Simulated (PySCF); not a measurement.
# I, I⁺: ionisation energy in aug-cc-pVDZ-PP with ECP28

Wanted: the ionisation energy of iodine, up a ladder of methods.

Program: PySCF 2.14.0. Level of theory: unrestricted determinants in a Gaussian basis, no spin-orbit coupling in the energies. These are calculated values, not measurements, unless marked.

## Step 1: The atom as given

- Element: iodine (Z = 53)
- Basis: aug-cc-pVDZ-PP with ECP28MDF (5s4p3d, 32 functions)
- Hamiltonian: scalar relativity through the core potential
- State 1: I: [Kr] 4d10 5s2 5p5, 2P determinant
- State 2: I⁺: [Kr] 4d10 5s2 5p4, high-spin 3P determinant
- Methods: UHF, r2SCAN, PBE0, MP2, CCSD(T)
- Core shells frozen in the correlated runs: valence: 4s2 4p6 4d10 (for I)

The outer shells:

I [Kr] 4d10 5s2 5p5
```
[Kr] core
4d [↑↓][↑↓][↑↓][↑↓][↑↓]
5s [↑↓]
5p [↑↓][↑↓][↑ ]
```

I+ [Kr] 4d10 5s2 5p4
```
[Kr] core
4d [↑↓][↑↓][↑↓][↑↓][↑↓]
5s [↑↓]
5p [↑↓][↑ ][↑ ]
```

One driver process ran all states and methods and kept the integrals in memory. Each run is shown as a PySCF script that sums up its settings (the driver passes frozen orbitals as a list and adds second-order terms of double hybrids); the logs are those of the runs themselves. The driver starts from symmetry-adapted Hartree-Fock orbitals, holds the occupation by maximum overlap and uses a logarithmic radial grid for functionals, so a plain start would take other cycles.

It was started by

```sh
$ OMP_NUM_THREADS=1 python atomrun2.py TASK.json OUT
```

The integrals over 32 functions and the set-up took 0.13 s of CPU time.

## Step 2: I, method by method

#### UHF

input.py reads:

```python
from pyscf import gto, scf, dft, mp, cc
import basis_set_exchange as bse
txt = bse.get_basis("aug-cc-pVDZ-PP", elements=["I"], fmt="nwchem", header=False)
cut = txt.index("\nECP")
mol = gto.M(atom="I 0 0 0", charge=0, spin=1, symmetry="D2h",
            basis=gto.basis.parse(txt[:cut]),
            ecp={"I": gto.basis.parse_ecp(txt[cut:])})
mf = scf.UHF(mol)
mf.irrep_nelec = {'Ag': (4, 4), 'B1g': (1, 1), 'B2g': (1, 1), 'B3g': (1, 1), 'B1u': (2, 2), 'B2u': (2, 2), 'B3u': (2, 1)}
mf.kernel()
```

Log:

```text
damping factor = 0
level_shift factor = 0
DIIS = <class 'pyscf.scf.diis.CDIIS'>
diis_start_cycle = 1
diis_space = 10
diis_damp = 0
SCF conv_tol = 1e-09
SCF conv_tol_grad = None
number electrons alpha = 13  beta = 12
cycle= 1 E= -294.653436559129  delta_E= -0.0027  |g|= 0.0167  |ddm|= 0.0609
cycle= 2 E= -294.65369457188  delta_E= -0.000258  |g|= 0.00529  |ddm|= 0.0191
cycle= 3 E= -294.653725004135  delta_E= -3.04e-05  |g|= 0.000385  |ddm|= 0.0109
cycle= 4 E= -294.653725317395  delta_E= -3.13e-07  |g|= 0.000105  |ddm|= 0.00261
cycle= 5 E= -294.653725338522  delta_E= -2.11e-08  |g|= 3.37e-05  |ddm|= 0.000715
cycle= 6 E= -294.653725340567  delta_E= -2.04e-09  |g|= 7.54e-06  |ddm|= 0.000253
cycle= 7 E= -294.653725340674  delta_E= -1.06e-10  |g|= 4.8e-07  |ddm|= 6.54e-05
converged SCF energy = -294.653725340674  <S^2> = 0.75656738  2S+1 = 2.0065566
```

Time after the integrals: 0.15 s (1 thread of AMD EPYC 7R43, shared host).

Orbital energies by shell (radii are means over both spins):

| shell | electrons | mean orbital energy (eV) | spread (eV) | rms radius (bohr) |
| --- | --- | --- | --- | --- |
| 4s α | 1 | -210.96 | 0 | 0.796 |
| 4s β | 1 | -210.73 | 0 | 0.796 |
| 4p α | 3 | -151.76 | 0.682 | 0.854 |
| 4p β | 3 | -151.54 | 0.157 | 0.854 |
| 4d α | 5 | -62.692 | 0.736 | 0.999 |
| 4d β | 5 | -62.513 | 0.441 | 0.999 |
| 5s α | 1 | -25.152 | 0 | 2.15 |
| 5s β | 1 | -22.700 | 0 | 2.15 |
| 5p α | 3 | -11.422 | 1.565 | 2.67 |
| 5p β | 2 | -10.355 | 0 | 2.67 |

⟨S²⟩ = 0.757, ⟨L²⟩ = 2.02.

Energies and moments cover only the electrons outside the core potential.

#### r2SCAN

input.py, as changed from the run before:

```diff
@@ -7,3 +7,3 @@
             ecp={"I": gto.basis.parse_ecp(txt[cut:])})
-mf = scf.UHF(mol)
+mf = dft.UKS(mol, xc="R2SCAN")
 mf.irrep_nelec = {'Ag': (4, 4), 'B1g': (1, 1), 'B2g': (1, 1), 'B3g': (1, 1), 'B1u': (2, 2), 'B2u': (2, 2), 'B3u': (2, 1)}
```

Log:

```text
damping factor = 0
level_shift factor = 0
DIIS = <class 'pyscf.scf.diis.CDIIS'>
diis_start_cycle = 1
diis_space = 10
diis_damp = 0
SCF conv_tol = 1e-09
SCF conv_tol_grad = None
number electrons alpha = 13  beta = 12
XC functionals = R2SCAN
    J. W. Furness, A. D. Kaplan, J. Ning, J. P. Perdew, and J. Sun.,  J. Phys. Chem. Lett. 11, 8208-8215 (2020)
    J. W. Furness, A. D. Kaplan, J. Ning, J. P. Perdew, and J. Sun.,  J. Phys. Chem. Lett. 11, 9248-9248 (2020)
    J. W. Furness, A. D. Kaplan, J. Ning, J. P. Perdew, and J. Sun.,  J. Phys. Chem. Lett. 11, 8208-8215 (2020)
    J. W. Furness, A. D. Kaplan, J. Ning, J. P. Perdew, and J. Sun.,  J. Phys. Chem. Lett. 11, 9248-9248 (2020)
cycle= 1 E= -295.79617562696  delta_E= -0.00468  |g|= 0.0117  |ddm|= 0.314
cycle= 2 E= -295.79626774603  delta_E= -9.21e-05  |g|= 0.00853  |ddm|= 0.0831
cycle= 3 E= -295.796307997704  delta_E= -4.03e-05  |g|= 0.000655  |ddm|= 0.0299
cycle= 4 E= -295.79630816511  delta_E= -1.67e-07  |g|= 7.33e-05  |ddm|= 0.00156
cycle= 5 E= -295.796308174008  delta_E= -8.9e-09  |g|= 9.27e-06  |ddm|= 0.000581
cycle= 6 E= -295.796308174175  delta_E= -1.68e-10  |g|= 6.41e-07  |ddm|= 9.26e-05
converged SCF energy = -295.796308174175  <S^2> = 0.75268269  2S+1 = 2.0026809
```

Time after the integrals: 0.61 s (1 thread of AMD EPYC 7R43, shared host).

#### PBE0

input.py, as changed from the run before:

```diff
@@ -7,3 +7,3 @@
             ecp={"I": gto.basis.parse_ecp(txt[cut:])})
-mf = dft.UKS(mol, xc="R2SCAN")
+mf = dft.UKS(mol, xc="PBE0")
 mf.irrep_nelec = {'Ag': (4, 4), 'B1g': (1, 1), 'B2g': (1, 1), 'B3g': (1, 1), 'B1u': (2, 2), 'B2u': (2, 2), 'B3u': (2, 1)}
```

Log:

```text
damping factor = 0
level_shift factor = 0
DIIS = <class 'pyscf.scf.diis.CDIIS'>
diis_start_cycle = 1
diis_space = 10
diis_damp = 0
SCF conv_tol = 1e-09
SCF conv_tol_grad = None
number electrons alpha = 13  beta = 12
XC functionals = PBE0
    C. Adamo and V. Barone.,  J. Chem. Phys. 110, 6158 (1999)
    M. Ernzerhof and G. E. Scuseria.,  J. Chem. Phys. 110, 5029 (1999)
cycle= 1 E= -295.689447603656  delta_E= -0.00385  |g|= 0.0107  |ddm|= 0.281
cycle= 2 E= -295.689527792567  delta_E= -8.02e-05  |g|= 0.00679  |ddm|= 0.0641
cycle= 3 E= -295.689550993307  delta_E= -2.32e-05  |g|= 0.000439  |ddm|= 0.022
cycle= 4 E= -295.689551154806  delta_E= -1.61e-07  |g|= 8.89e-05  |ddm|= 0.0015
cycle= 5 E= -295.689551163746  delta_E= -8.94e-09  |g|= 8.12e-06  |ddm|= 0.000449
cycle= 6 E= -295.689551163878  delta_E= -1.32e-10  |g|= 4.92e-07  |ddm|= 7.41e-05
converged SCF energy = -295.689551163878  <S^2> = 0.75201237  2S+1 = 2.0020114
```

It took 0.35 s on 1 thread of AMD EPYC 7R43, shared host, the integrals not counted.

#### MP2 (valence)

input.py, as changed from the run before:

```diff
@@ -7,4 +7,5 @@
             ecp={"I": gto.basis.parse_ecp(txt[cut:])})
-mf = dft.UKS(mol, xc="PBE0")
+mf = scf.UHF(mol)
 mf.irrep_nelec = {'Ag': (4, 4), 'B1g': (1, 1), 'B2g': (1, 1), 'B3g': (1, 1), 'B1u': (2, 2), 'B2u': (2, 2), 'B3u': (2, 1)}
 mf.kernel()
+mp.UMP2(mf, frozen=9).kernel()
```

This step left no log, only its results.

Time after the integrals: 0.01 s (1 thread of AMD EPYC 7R43, shared host).

With 7 electrons correlated, the MP2 correlation energy is -0.08203 hartree (-0.02089 same spin, -0.06114 opposite spin); the SCS form gives -0.08033. Largest pairs of shells: 5p-5p -0.0553, 5s-5p -0.0222, 5s-5s -0.0045.

#### CCSD(T) (valence)

input.py, as changed from the run before:

```diff
@@ -10,2 +10,3 @@
 mf.kernel()
-mp.UMP2(mf, frozen=9).kernel()
+mycc = cc.CCSD(mf, frozen=9).run()
+mycc.ccsd_t()
```

Log:

```text
CC2 = 0
CCSD nocc = (np.int64(4), np.int64(3)), nmo = (23, 23)
frozen orbitals [[0, 1, 2, 3, 4, 5, 6, 7, 8], [0, 1, 2, 3, 4, 5, 6, 7, 8]]
max_cycle = 100
direct = 0
conv_tol = 1e-08
conv_tol_normt = 1e-06
diis_space = 8
diis_start_cycle = 0
Init t2, MP2 energy = -0.0820332846762145
Init E_corr(UCCSD) = -0.0820332846764415
cycle = 1  E_corr(UCCSD) = -0.0924628354526819  dE = -0.0104295508  norm(t1,t2) = 0.0369195
cycle = 2  E_corr(UCCSD) = -0.09447738250025  dE = -0.00201454705  norm(t1,t2) = 0.0117374
cycle = 3  E_corr(UCCSD) = -0.0953711892339142  dE = -0.000893806734  norm(t1,t2) = 0.00476505
cycle = 4  E_corr(UCCSD) = -0.0953494850072625  dE = 2.17042267e-05  norm(t1,t2) = 0.000710032
cycle = 5  E_corr(UCCSD) = -0.0953484367104898  dE = 1.04829677e-06  norm(t1,t2) = 0.000253316
cycle = 6  E_corr(UCCSD) = -0.0953499640660386  dE = -1.52735555e-06  norm(t1,t2) = 8.14366e-05
cycle = 7  E_corr(UCCSD) = -0.0953497784754259  dE = 1.85590613e-07  norm(t1,t2) = 2.10176e-05
cycle = 8  E_corr(UCCSD) = -0.0953498381707578  dE = -5.96953319e-08  norm(t1,t2) = 3.96584e-06
cycle = 9  E_corr(UCCSD) = -0.0953498257785016  dE = 1.23922562e-08  norm(t1,t2) = 7.38424e-07
cycle = 10  E_corr(UCCSD) = -0.0953498255091311  dE = 2.69370554e-10  norm(t1,t2) = 1.91227e-07
UCCSD converged
E(UCCSD) = -294.7490751661827  E_corr = -0.09534982550913108
UCCSD(T) correction = -0.00151178183297538
```

It took 0.29 s on 1 thread of AMD EPYC 7R43, shared host, the integrals not counted.

CCSD correlation -0.09535 hartree, triples -0.00151; total -294.750587. T1 = 0.008, largest double amplitude 0.040.

Radial density 4πr²ρ of I at UHF, the electrons outside the core potential:

| r (bohr) | density | spin density |
| --- | --- | --- |
| 0.00192 | 1.02e-05 | 0.000 |
| 0.00323 | 2.86e-05 | 0.000 |
| 0.00544 | 7.79e-05 | 0.000 |
| 0.00915 | 0.000199 | 0.000 |
| 0.0154 | 0.000439 | 0.000 |
| 0.0259 | 0.000754 | 0.000 |
| 0.0435 | 0.00114 | 0.000 |
| 0.0732 | 0.00228 | 0.000 |
| 0.123 | 0.0161 | 0.000 |
| 0.207 | 0.195 | 0.001 |
| 0.349 | 3.17 | 0.018 |
| 0.586 | 22.9 | 0.104 |
| 0.986 | 18.1 | -0.009 |
| 1.66 | 5.09 | 0.452 |
| 2.79 | 2.20 | 0.345 |
| 4.69 | 0.227 | 0.032 |
| 7.89 | 0.00109 | 0.000 |

Spin density of I at UHF in the xz plane next to the nucleus (x to the right, z up), 4.9 Å wide.

Values in e/Å³, 10 rows by 10 columns:
```
 0.00  0.00  0.00  0.00  0.00  0.00  0.00  0.00  0.00  0.00
 0.00  0.00  0.00  0.00  0.00  0.00  0.00  0.00  0.00  0.00
 0.00  0.00  0.01  0.02  0.01 -0.01  0.01  0.01  0.01  0.00
 0.00  0.01  0.05  0.10  0.06  0.00  0.09  0.07  0.02  0.00
 0.00  0.02  0.10  0.21  0.04 -0.01  0.15  0.15  0.03  0.01
 0.00  0.02  0.13  0.25  0.03  0.04  0.09  0.20  0.04  0.01
 0.00  0.02  0.07  0.16  0.08  0.00  0.13  0.11  0.03  0.01
 0.00  0.01  0.02  0.03  0.02 -0.01  0.03  0.03  0.01  0.00
 0.00  0.00  0.00  0.00  0.00  0.00  0.00  0.00  0.00  0.00
 0.00  0.00  0.00  0.00  0.00  0.00  0.00  0.00  0.00  0.00
```

## Step 3: I⁺, method by method

#### UHF

input.py reads:

```python
from pyscf import gto, scf, dft, mp, cc
import basis_set_exchange as bse
txt = bse.get_basis("aug-cc-pVDZ-PP", elements=["I"], fmt="nwchem", header=False)
cut = txt.index("\nECP")
mol = gto.M(atom="I 0 0 0", charge=1, spin=2, symmetry="D2h",
            basis=gto.basis.parse(txt[:cut]),
            ecp={"I": gto.basis.parse_ecp(txt[cut:])})
mf = scf.UHF(mol)
mf.irrep_nelec = {'Ag': (4, 4), 'B1g': (1, 1), 'B2g': (1, 1), 'B3g': (1, 1), 'B1u': (2, 1), 'B2u': (2, 2), 'B3u': (2, 1)}
mf.kernel()
```

Log:

```text
damping factor = 0
level_shift factor = 0
DIIS = <class 'pyscf.scf.diis.CDIIS'>
diis_start_cycle = 1
diis_space = 10
diis_damp = 0
SCF conv_tol = 1e-09
SCF conv_tol_grad = None
number electrons alpha = 13  beta = 11
cycle= 1 E= -294.300964470453  delta_E= -0.00284  |g|= 0.0173  |ddm|= 0.0677
cycle= 2 E= -294.301236329608  delta_E= -0.000272  |g|= 0.00548  |ddm|= 0.0218
cycle= 3 E= -294.301267667919  delta_E= -3.13e-05  |g|= 0.000319  |ddm|= 0.0126
cycle= 4 E= -294.301267840409  delta_E= -1.72e-07  |g|= 6.26e-05  |ddm|= 0.00267
cycle= 5 E= -294.301267846343  delta_E= -5.93e-09  |g|= 1.33e-05  |ddm|= 0.000527
cycle= 6 E= -294.301267846544  delta_E= -2e-10  |g|= 2.87e-06  |ddm|= 8.88e-05
converged SCF energy = -294.301267846544  <S^2> = 2.0070554  2S+1 = 3.0046999
```

Time after the integrals: 0.13 s (1 thread of AMD EPYC 7R43, shared host).

Orbital energies by shell (radii are means over both spins):

| shell | electrons | mean orbital energy (eV) | spread (eV) | rms radius (bohr) |
| --- | --- | --- | --- | --- |
| 4s α | 1 | -220.55 | 0 | 0.796 |
| 4s β | 1 | -220.05 | 0 | 0.796 |
| 4p α | 3 | -161.34 | 0.756 | 0.854 |
| 4p β | 3 | -160.84 | 0.173 | 0.854 |
| 4d α | 5 | -72.235 | 0.808 | 0.997 |
| 4d β | 5 | -71.837 | 0.484 | 0.997 |
| 5s α | 1 | -34.826 | 0 | 2.09 |
| 5s β | 1 | -29.701 | 0 | 2.09 |
| 5p α | 3 | -20.448 | 1.643 | 2.50 |
| 5p β | 1 | -18.227 | 0 | 2.50 |

⟨S²⟩ = 2.007, ⟨L²⟩ = 2.02.

Energies and moments cover only the electrons outside the core potential.

#### r2SCAN

input.py, as changed from the run before:

```diff
@@ -7,3 +7,3 @@
             ecp={"I": gto.basis.parse_ecp(txt[cut:])})
-mf = scf.UHF(mol)
+mf = dft.UKS(mol, xc="R2SCAN")
 mf.irrep_nelec = {'Ag': (4, 4), 'B1g': (1, 1), 'B2g': (1, 1), 'B3g': (1, 1), 'B1u': (2, 1), 'B2u': (2, 2), 'B3u': (2, 1)}
```

Log:

```text
damping factor = 0
level_shift factor = 0
DIIS = <class 'pyscf.scf.diis.CDIIS'>
diis_start_cycle = 1
diis_space = 10
diis_damp = 0
SCF conv_tol = 1e-09
SCF conv_tol_grad = None
number electrons alpha = 13  beta = 11
XC functionals = R2SCAN
    J. W. Furness, A. D. Kaplan, J. Ning, J. P. Perdew, and J. Sun.,  J. Phys. Chem. Lett. 11, 8208-8215 (2020)
    J. W. Furness, A. D. Kaplan, J. Ning, J. P. Perdew, and J. Sun.,  J. Phys. Chem. Lett. 11, 9248-9248 (2020)
    J. W. Furness, A. D. Kaplan, J. Ning, J. P. Perdew, and J. Sun.,  J. Phys. Chem. Lett. 11, 8208-8215 (2020)
    J. W. Furness, A. D. Kaplan, J. Ning, J. P. Perdew, and J. Sun.,  J. Phys. Chem. Lett. 11, 9248-9248 (2020)
cycle= 1 E= -295.407883478022  delta_E= -0.00498  |g|= 0.00715  |ddm|= 0.344
cycle= 2 E= -295.407921357012  delta_E= -3.79e-05  |g|= 0.00229  |ddm|= 0.044
cycle= 3 E= -295.407923834314  delta_E= -2.48e-06  |g|= 0.000818  |ddm|= 0.0113
cycle= 4 E= -295.407924076887  delta_E= -2.43e-07  |g|= 4.97e-05  |ddm|= 0.00223
cycle= 5 E= -295.407924080509  delta_E= -3.62e-09  |g|= 4.4e-06  |ddm|= 0.000447
cycle= 6 E= -295.407924080544  delta_E= -3.52e-11  |g|= 2.64e-07  |ddm|= 4.18e-05
converged SCF energy = -295.407924080544  <S^2> = 2.0032352  2S+1 = 3.002156
```

Time after the integrals: 0.62 s (1 thread of AMD EPYC 7R43, shared host).

#### PBE0

input.py, as changed from the run before:

```diff
@@ -7,3 +7,3 @@
             ecp={"I": gto.basis.parse_ecp(txt[cut:])})
-mf = dft.UKS(mol, xc="R2SCAN")
+mf = dft.UKS(mol, xc="PBE0")
 mf.irrep_nelec = {'Ag': (4, 4), 'B1g': (1, 1), 'B2g': (1, 1), 'B3g': (1, 1), 'B1u': (2, 1), 'B2u': (2, 2), 'B3u': (2, 1)}
```

Log:

```text
damping factor = 0
level_shift factor = 0
DIIS = <class 'pyscf.scf.diis.CDIIS'>
diis_start_cycle = 1
diis_space = 10
diis_damp = 0
SCF conv_tol = 1e-09
SCF conv_tol_grad = None
number electrons alpha = 13  beta = 11
XC functionals = PBE0
    C. Adamo and V. Barone.,  J. Chem. Phys. 110, 6158 (1999)
    M. Ernzerhof and G. E. Scuseria.,  J. Chem. Phys. 110, 5029 (1999)
cycle= 1 E= -295.30164812314  delta_E= -0.0039  |g|= 0.00712  |ddm|= 0.307
cycle= 2 E= -295.30168580948  delta_E= -3.77e-05  |g|= 0.00262  |ddm|= 0.0378
cycle= 3 E= -295.301688708422  delta_E= -2.9e-06  |g|= 0.000545  |ddm|= 0.0099
cycle= 4 E= -295.301688839379  delta_E= -1.31e-07  |g|= 3.99e-05  |ddm|= 0.00149
cycle= 5 E= -295.301688840892  delta_E= -1.51e-09  |g|= 2.83e-06  |ddm|= 0.00024
cycle= 6 E= -295.301688840903  delta_E= -1.11e-11  |g|= 1.48e-07  |ddm|= 2.56e-05
converged SCF energy = -295.301688840903  <S^2> = 2.0021643  2S+1 = 3.0014425
```

It took 0.37 s on 1 thread of AMD EPYC 7R43, shared host, the integrals not counted.

#### MP2 (valence)

input.py, as changed from the run before:

```diff
@@ -7,4 +7,5 @@
             ecp={"I": gto.basis.parse_ecp(txt[cut:])})
-mf = dft.UKS(mol, xc="PBE0")
+mf = scf.UHF(mol)
 mf.irrep_nelec = {'Ag': (4, 4), 'B1g': (1, 1), 'B2g': (1, 1), 'B3g': (1, 1), 'B1u': (2, 1), 'B2u': (2, 2), 'B3u': (2, 1)}
 mf.kernel()
+mp.UMP2(mf, frozen=9).kernel()
```

The driver printed no log here.

Time after the integrals: 0.01 s (1 thread of AMD EPYC 7R43, shared host).

With 6 electrons correlated, the MP2 correlation energy is -0.06181 hartree (-0.01537 same spin, -0.04643 opposite spin); the SCS form gives -0.06084. Largest pairs of shells: 5p-5p -0.0304, 5s-5p -0.0268, 5s-5s -0.0046.

#### CCSD(T) (valence)

input.py, as changed from the run before:

```diff
@@ -10,2 +10,3 @@
 mf.kernel()
-mp.UMP2(mf, frozen=9).kernel()
+mycc = cc.CCSD(mf, frozen=9).run()
+mycc.ccsd_t()
```

Log:

```text
CC2 = 0
CCSD nocc = (np.int64(4), np.int64(2)), nmo = (23, 23)
frozen orbitals [[0, 1, 2, 3, 4, 5, 6, 7, 8], [0, 1, 2, 3, 4, 5, 6, 7, 8]]
max_cycle = 100
direct = 0
conv_tol = 1e-08
conv_tol_normt = 1e-06
diis_space = 8
diis_start_cycle = 0
Init t2, MP2 energy = -0.0618057741807554
Init E_corr(UCCSD) = -0.0618057741877901
cycle = 1  E_corr(UCCSD) = -0.0723524369969032  dE = -0.0105466628  norm(t1,t2) = 0.0370761
cycle = 2  E_corr(UCCSD) = -0.0745952384929912  dE = -0.0022428015  norm(t1,t2) = 0.0116697
cycle = 3  E_corr(UCCSD) = -0.0755632754322419  dE = -0.000968036939  norm(t1,t2) = 0.00447289
cycle = 4  E_corr(UCCSD) = -0.0755418131554941  dE = 2.14622767e-05  norm(t1,t2) = 0.000557257
cycle = 5  E_corr(UCCSD) = -0.0755454673017458  dE = -3.65414625e-06  norm(t1,t2) = 0.000132271
cycle = 6  E_corr(UCCSD) = -0.0755449718221232  dE = 4.95479623e-07  norm(t1,t2) = 3.16899e-05
cycle = 7  E_corr(UCCSD) = -0.0755450663873347  dE = -9.45652115e-08  norm(t1,t2) = 6.50789e-06
cycle = 8  E_corr(UCCSD) = -0.0755450749927385  dE = -8.60540376e-09  norm(t1,t2) = 1.60087e-06
cycle = 9  E_corr(UCCSD) = -0.0755450615751215  dE = 1.3417617e-08  norm(t1,t2) = 2.48385e-07
cycle = 10  E_corr(UCCSD) = -0.0755450635702179  dE = -1.99509635e-09  norm(t1,t2) = 4.12414e-08
UCCSD converged
E(UCCSD) = -294.3768129101139  E_corr = -0.07554506357021787
UCCSD(T) correction = -0.000957142437774468
```

It took 0.28 s on 1 thread of AMD EPYC 7R43, shared host, the integrals not counted.

CCSD correlation -0.07555 hartree, triples -0.00096; total -294.377770. T1 = 0.007, largest double amplitude 0.040.

Radial density 4πr²ρ of I⁺ at UHF, the electrons outside the core potential:

| r (bohr) | density | spin density |
| --- | --- | --- |
| 0.00192 | 1.03e-05 | 0.000 |
| 0.00323 | 2.89e-05 | 0.000 |
| 0.00544 | 7.87e-05 | 0.000 |
| 0.00915 | 0.000201 | 0.000 |
| 0.0154 | 0.000444 | 0.000 |
| 0.0259 | 0.000762 | 0.000 |
| 0.0435 | 0.00115 | 0.000 |
| 0.0732 | 0.00229 | 0.000 |
| 0.123 | 0.0161 | 0.000 |
| 0.207 | 0.195 | 0.002 |
| 0.349 | 3.17 | 0.042 |
| 0.586 | 22.8 | 0.233 |
| 0.986 | 18.1 | -0.018 |
| 1.66 | 4.94 | 0.990 |
| 2.79 | 1.77 | 0.660 |
| 4.69 | 0.119 | 0.047 |
| 7.89 | 4.07e-05 | 0.000 |

## Step 4: Orbital energies side by side

Highest occupied Hartree-Fock shell of each state: I 5p β at -10.355 eV; I⁺ 5p β at -18.227 eV.

## Step 5: The energy differences

Ionisation energy: I [Kr] 4d10 5s2 5p5 (2P) → I⁺ [Kr] 4d10 5s2 5p4 (3P).

| method | value (eV) | error (eV) | CPU time, both states (s) |
| --- | --- | --- | --- |
| UHF | 9.591 | -0.928 | 0.28 |
| r2SCAN | 10.568 | +0.050 | 1.2 |
| PBE0 | 10.554 | +0.036 | 0.72 |
| MP2 (valence) | 10.141 | -0.377 | 0.3 |
| SCS-MP2 (valence) | 10.121 | -0.398 | 0.3 |
| CCSD (valence) | 10.130 | -0.389 |  |
| CCSD(T) (valence) | 10.145 | -0.374 | 0.87 |

Reference: 10.519 eV (measured; NIST levels, between the centres of gravity of the two terms). Errors of the correlated levels include the incompleteness of this basis.

Times are CPU seconds on a shared host without the integrals; correlated rows include their Hartree-Fock run, whose time holds the symmetry-adapted start and any spin-orbit constants, while functionals begin from orbitals already made.

## Step 6: Outcome

```
            quantity                                                     value
ionisation energy, I  UHF 9.591, CCSD(T) (valence) 10.145 eV; reference 10.519
```

Accuracy against cost (mean over 1 difference):

| method | mean absolute miss against the measured value (with the measured fine structure taken into account where it is known) (eV) | CPU time, both states (s) |
| --- | --- | --- |
| UHF | 0.928 | 0.28 |
| r2SCAN | 0.050 | 1.2 |
| PBE0 | 0.036 | 0.72 |
| MP2 (valence) | 0.377 | 0.3 |
| SCS-MP2 (valence) | 0.398 | 0.3 |
| CCSD (valence) | 0.389 |  |
| CCSD(T) (valence) | 0.374 | 0.87 |

**Reading.** Against experiment PBE0 comes closest (off by 0.04 eV), level with r2SCAN and UHF is farthest (0.93 eV). Hartree-Fock falls short because the species with more electrons holds more correlation energy, which it lacks. The basis is finite, and no extrapolation was made. The dearest level timed, r2SCAN, costs 4.4 times the cheapest, UHF, and differs from the measured value (with the measured fine structure taken into account where it is known) by 0.05 against 0.93 eV.
